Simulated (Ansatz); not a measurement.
Runs of Ansatz 0.2.0 on Ti3S2. It takes space group R32 (No. 155, trigonal). Conventional cell: a = 5.426 Å, b = 5.426 Å, c = 9.713 Å, α = 90.00°, β = 90.00°, γ = 120.00°. Ti (site symmetry 2) has 4 S at 2.42 to 2.44 Å as nearest neighbours. S (site symmetry 3) is surrounded by 6 Ti at 2.42 to 2.44 Å. The cell comes from a database or a generator and needn't be the stable form of this composition.

```tsv
task	level	cell	points for each segment of the path	gap on the mesh (eV)	pressure (GPa)	largest force (eV/Å)
band structure	PBEsol	as given	14	none	-4.5	0.04
single point	PBE	as given	-	none	0.3	(a)
single point	PBEsol	as given	-	none	-4.5	0.04
relaxation of cell and atoms	PBEsol	relaxed	-	none	0.0	-
```

Alike in all rows: potentials or basis Ansatz PAW; no spin polarisation; k mesh 6 × 6 × 6; cutoff (eV) 420; smearing fermi-dirac 0.05 eV.

Fill in the values left out.

(a) 0.03.

Caveats: the PAW data sets come from PBE, with cores solved anew for the run's functional, which leaves a small shift of forces and pressure (some runs); the plane-wave basis is chosen anew once the cell has moved, so the energies of steps on either side of that aren't comparable (some runs).

A k mesh can miss the band edges.

A gap of «none» marks a metal or a gap under the smearing width.

Not every run made on this cell is shown here.
